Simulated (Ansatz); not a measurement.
**One shape, several levels: quartet SnH2ClO2**

Aim: a comparison of 6 runs (U-r2SCAN0/def2-SVP, U-wB97X/def2-SVP, UPBE/def2-SVP, UPBE0/def2-SVP, RPA@PBE/def2-SVP, UCCSD(T)/def2-SVP) of quartet SnH2ClO2. 

The results are computed with Ansatz 0.2.0.

63 further runs of the same task are left out: 63 set aside as unsound or not needed.

### 1 The structure to begin with

SnH2ClO2: 6 atoms, total charge 0, spin state quartet. As SMILES of the parent species, `[OH][Sn]([OH])[Cl]`. Geometry: relaxed at PBE0-D4/def2-TZVP. This is one conformer, not always the lowest. That shape belongs to the parent species and isn't relaxed for this state.

Bond lengths: O1–Sn2 1.969 Å, Sn2–O3 1.960 Å, Sn2–Cl4 2.349 Å, O1–H5 0.962 Å, O3–H6 0.964 Å. Angles: O1–Sn2–O3 101.9°, O1–Sn2–Cl4 109.1°, O3–Sn2–Cl4 108.0°, Sn2–O1–H5 114.3°, Sn2–O3–H6 110.7°.

### 2 The energy at U-r2SCAN0/def2-SVP (core potential) (run 1)

File job.yaml:

```yaml
crystal:
  periodic: [false, false, false]
  atoms:
    - {symbol: O, position_ang: [-0.447400, 1.400500, -0.158300]}
    - {symbol: Sn, position_ang: [0.371800, -0.318200, -0.659700]}
    - {symbol: O, position_ang: [1.256500, -0.847900, 1.007700]}
    - {symbol: Cl, position_ang: [-1.328200, -1.877100, -1.106600]}
    - {symbol: H, position_ang: [-1.182700, 1.666400, -0.718500]}
    - {symbol: H, position_ang: [1.372100, -0.087800, 1.589200]}
basis:
  gaussian:
    orbitals: def2-SVP
hamiltonian:
  xc: {name: r2SCAN0}
output: {orbitals: {seedname: orbitals}}
accuracy: high
magnetization:
  spin_polarized: true
  initial_magnetization: 3
```

The run is started by

```
$ ansatz run job.yaml --threads 1 --pin off --max-ram 3480MiB --events-out events.jsonl --progress --plain --runs-dir runs
```

The log of the run:

```text
Warning: RAYON_NUM_THREADS=1 ignored (pool sized by the plan → 1); use --threads N
Functional definition: r2SCAN0
  name "r2SCAN0"
  parameter a = 0.25
  parameter k0 = 0.174
  parameter k1 = 0.065
  parameter a1 = 4.9479
  exchange = (1 - a)*r2scan_x(k0 = k0, k1 = k1, a1 = a1) + a*exact_x
  correlation = r2scan_c
1801 factors; integrals over basis functions are off by at most 3.3e-9 eV
mean field evaluation 1: about -22452.6815 eV, gradient 5.2e1 eV
mean field evaluation 2: about -22378.5835 eV, gradient 1.3e2 eV
mean field evaluation 4: about -22456.0028 eV, gradient 4.4e1 eV
mean field evaluation 8: about -22465.1437 eV, gradient 1.6e0 eV
mean field evaluation 16: about -22465.3245 eV, gradient 2.5e-1 eV
mean field evaluation 32: about -22465.6898 eV, gradient 2.8e-8 eV
mean field -22465.68981830 eV, -825.5988730309 hartree, gradient 9.8e-8 eV, S^2 3.759679; 6 other end points of the search recorded, 0 dependent functions left out
reference -22465.68982063 eV, -825.5988731166 hartree; 30, 27 occupied and 52, 55 virtual orbitals, 1801 factors
Total energy: -22465.68982063 eV, -825.5988731166 hartree
```

Run time: 60 s. Hardware: 1 thread of Arm Neoverse V2, shared host; peak memory 0.58 GiB.

### 3 The energy at U-wB97X/def2-SVP (core potential) (run 2)

job.yaml: that of step 2 with these lines changed.

```diff
@@ -10,10 +10,6 @@
 basis:
-  gaussian:
-    orbitals: def2-SVP
-hamiltonian:
-  xc: {name: r2SCAN0}
+  gaussian: {orbitals: def2-SVP}
+magnetization: {spin_polarized: true, initial_magnetization: 3}
+hamiltonian: {xc: {name: wB97X}}
+accuracy: high
 output: {orbitals: {seedname: orbitals}}
-accuracy: high
-magnetization:
-  spin_polarized: true
-  initial_magnetization: 3
```

The run is started by

```
$ ansatz run job.yaml --threads 1 --pin off --max-ram 3480MiB --events-out events.jsonl --progress --plain --runs-dir runs
```

The log of the run, shortened:

```text
Warning: RAYON_NUM_THREADS=1 ignored (pool sized by the plan → 1); use --threads N
Functional definition: wB97X
  name "wB97X"
[...]
      + exact_x_lr(omega)
[...]
      + integral(e_c_pw_opposite_spin*poly(b97_u_opposite, 1, cos1, cos2, cos3, cos4))
1801 factors; integrals over basis functions are off by at most 3.3e-9 eV
349 factors; integrals over basis functions are off by at most 1.7e-9 eV
[...]
mean field -22467.18232252 eV, -825.6537215496 hartree, gradient 2.5e-8 eV, S^2 3.761067; 6 other end points of the search recorded, 0 dependent functions left out
reference -22467.18232099 eV, -825.6537214931 hartree; 30, 27 occupied and 52, 55 virtual orbitals, 1801 factors
Total energy: -22467.18232099 eV, -825.6537214931 hartree
```

Wall time 94 s (1 thread of Arm Neoverse V2, shared host); peak memory 0.86 GiB.

Runs 3 to 5 aren't shown in full; the table further down has their settings and results.

### 4 A single-point energy at UCCSD(T)/def2-SVP (core potential) (run 6)

File input.yaml:

```yaml
crystal:
  periodic: [false, false, false]
  atoms:
    - {symbol: O, position_ang: [-0.447400, 1.400500, -0.158300]}
    - {symbol: Sn, position_ang: [0.371800, -0.318200, -0.659700]}
    - {symbol: O, position_ang: [1.256500, -0.847900, 1.007700]}
    - {symbol: Cl, position_ang: [-1.328200, -1.877100, -1.106600]}
    - {symbol: H, position_ang: [-1.182700, 1.666400, -0.718500]}
    - {symbol: H, position_ang: [1.372100, -0.087800, 1.589200]}
basis:
  gaussian:
    orbitals: def2-SVP
magnetization:
  spin_polarized: true
  initial_magnetization: 3
correlation:
  method: ccsd_t
  frozen_orbitals: {Cl: 5, H: 0, O: 1, Sn: 4}
accuracy: high
scf:
  omitted_lower_state_checks: [cluster_reference, increment]
```

The run is started by

```
$ ansatz run input.yaml --threads 1 --pin off --max-ram 3480MiB --events-out events.jsonl --progress --plain --runs-dir runs
```

The log of the run:

```text
Warning: RAYON_NUM_THREADS=1 ignored (pool sized by the plan → 1); use --threads N
[... 22 lines left out ...]
11 core orbitals not correlated: weight in the atoms' cores, before any rotation towards them, 1.000 or more for the frozen orbitals, at most 0.000 for the correlated occupied ones
[... 47 lines left out ...]
Total energy: -22419.40882185 eV, -823.8980777820 hartree
Checks for a lower state left out: cluster_reference, increment
```

Wall time 2.8 min (1 thread of Arm Neoverse V2, shared host); peak memory 0.84 GiB.

### 5 The series

| run | level | frozen core orbitals | energy (Eh) | HOMO energy (eV) | ⟨S²⟩ | wall time |
| --- | --- | --- | --- | --- | --- | --- |
| 1 | U-r2SCAN0/def2-SVP (core potential) | – | -825.598873 | -2.69 | 3.760 | 60 s |
| 2 | U-wB97X/def2-SVP (core potential) | – | -825.653721 | -4.14 | 3.761 | 94 s |
| 3 | UPBE/def2-SVP (core potential) | – | -825.350599 | -1.24 | 3.753 | 47 s |
| 4 | UPBE0/def2-SVP (core potential) | – | -825.371464 | -2.37 | 3.757 | 38 s |
| 5 | RPA@PBE/def2-SVP (core potential) | 11 | -824.172858 | – | 3.753 | 59 s |
| 6 | UCCSD(T)/def2-SVP (core potential) | 11 | -823.898078 | – | 3.764 | 2.8 min |

### 6 What came out

```
                                           quantity          value
                                run 6: total energy  -823.89808 Eh
run 6: correlation energy (11 core orbitals frozen)     -609.3 mEh
                              run 6: (T) correction     -14.69 mEh
           run 6: ⟨S²⟩ of the reference determinant          3.764
                               run 6: T1 diagnostic          0.023
```

In words: Totals of different functionals can't be ranked against each other. All runs together took 7.8 min, the longest 2.8 min.
